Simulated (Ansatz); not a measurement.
# C6H15FSi: how energies converge with the basis set

One table from this session's results is given with a row withheld; the runs are named, their logs left out.

The runs use Ansatz 0.2.0, Gaussian basis; one geometry, several basis sets.

Plan: PBE0-D4/def2-SVP; ωB97M-V/def2-SVP; PBE0-D4/def2-QZVPP; ωB97M-V/def2-QZVPP; the functionals' def2-TZVPP values are taken from earlier runs.

**Structure used throughout**

All runs share one geometry, relaxed beforehand with PBE0-D4 in a triple-zeta def2 set.

SMILES `CC[Si](F)(CC)CC`, 23 atoms, charge 0, spin multiplicity 1.

Atoms are counted from 1 here; the program's logs count them from 0.

Bond lengths: C1–C2 1.527 Å, C1–H9 1.093 Å, C1–H10 1.093 Å, C1–H11 1.093 Å, C2–Si3 1.869 Å, C2–H12 1.096 Å, C2–H13 1.097 Å, Si3–F4 1.616 Å, Si3–C5 1.869 Å, Si3–C7 1.869 Å, C5–C6 1.527 Å, C5–H14 1.096 Å, C5–H15 1.097 Å, C6–H16 1.093 Å, C6–H17 1.093 Å, C6–H18 1.093 Å, C7–C8 1.527 Å, C7–H19 1.096 Å and more. Angles: C2–C1–H9 111.3°, C2–C1–H10 111.5°, C2–C1–H11 111.7°, H9–C1–H10 107.3°, H9–C1–H11 107.5°, H10–C1–H11 107.3°, C1–C2–Si3 114.5°, C1–C2–H12 110.2°, C1–C2–H13 110.4°, Si3–C2–H12 107.6°, Si3–C2–H13 108.2°, H12–C2–H13 105.6°, C2–Si3–F4 107.4°, C2–Si3–C5 111.0°, C2–Si3–C7 112.1°, F4–Si3–C5 107.4°, F4–Si3–C7 106.6°, C5–Si3–C7 112.1° and more.

The first run:

Input file in.yaml:

```yaml
crystal:
  periodic: [false, false, false]
  atoms:
    - {symbol: C, position_ang: [1.023862, -1.118397, -2.501794]}
    - {symbol: C, position_ang: [0.110220, -0.040909, -1.922162]}
    - {symbol: Si, position_ang: [-0.488002, -0.384834, -0.185688]}
    - {symbol: F, position_ang: [-1.367068, -1.740338, -0.237586]}
    - {symbol: C, position_ang: [-1.607272, 0.982923, 0.420896]}
    - {symbol: C, position_ang: [-2.157919, 0.772130, 1.829531]}
    - {symbol: C, position_ang: [0.926021, -0.710212, 0.992315]}
    - {symbol: C, position_ang: [1.872020, 0.477403, 1.158921]}
    - {symbol: H, position_ang: [0.530855, -2.093495, -2.511304]}
    - {symbol: H, position_ang: [1.940959, -1.223615, -1.916085]}
    - {symbol: H, position_ang: [1.318826, -0.888747, -3.528780]}
    - {symbol: H, position_ang: [-0.773679, 0.089080, -2.557546]}
    - {symbol: H, position_ang: [0.618129, 0.931200, -1.922464]}
    - {symbol: H, position_ang: [-2.429875, 1.081268, -0.297187]}
    - {symbol: H, position_ang: [-1.053389, 1.927987, 0.364757]}
    - {symbol: H, position_ang: [-2.832354, 1.579786, 2.124934]}
    - {symbol: H, position_ang: [-2.715338, -0.164984, 1.901389]}
    - {symbol: H, position_ang: [-1.355799, 0.730863, 2.571291]}
    - {symbol: H, position_ang: [0.505201, -1.001258, 1.961075]}
    - {symbol: H, position_ang: [1.475331, -1.587783, 0.633931]}
    - {symbol: H, position_ang: [1.350102, 1.357084, 1.545744]}
    - {symbol: H, position_ang: [2.685313, 0.252592, 1.853267]}
    - {symbol: H, position_ang: [2.328657, 0.765156, 0.207844]}
basis:
  gaussian: {orbitals: def2-SVP}
hamiltonian: {xc: pbe0, dispersion: d4}
output: {orbitals: {seedname: orbitals}}
```

Run with:

```bash
ansatz run in.yaml --threads 5 --pin off --events-out ev --progress --plain --max-ram 66560MiB --backend cpu
```

Steps of the session up to this table: PBE0-D4 in def2-SVP; ωB97M-V in def2-SVP; PBE0-D4 in def2-QZVPP; ωB97M-V in def2-QZVPP.

One table of the session follows, with a row left open; its other results are not shown here.

It belongs to the step «Density functionals: the series». 

| functional | basis | HOMO (eV) | LUMO (eV) |
| --- | --- | --- | --- |
| PBE0-D4 | def2-SVP | -7.86 | 1.31 |
| PBE0-D4 | def2-TZVPP | -7.89 | 0.81 |
| PBE0-D4 | def2-QZVPP | -7.89 | 0.44 |
| ωB97M-V | def2-SVP | ? | ? |
| ωB97M-V | def2-TZVPP | -10.13 | 2.24 |
| ωB97M-V | def2-QZVPP | -10.13 | 1.62 |

Estimate the missing values for ωB97M-V, def2-SVP.

The run gave: HOMO (eV): -10.10; LUMO (eV): 2.92. In the column «HOMO (eV)» it lies between ωB97M-V, def2-QZVPP (-10.13) and PBE0-D4, def2-TZVPP (-7.89).
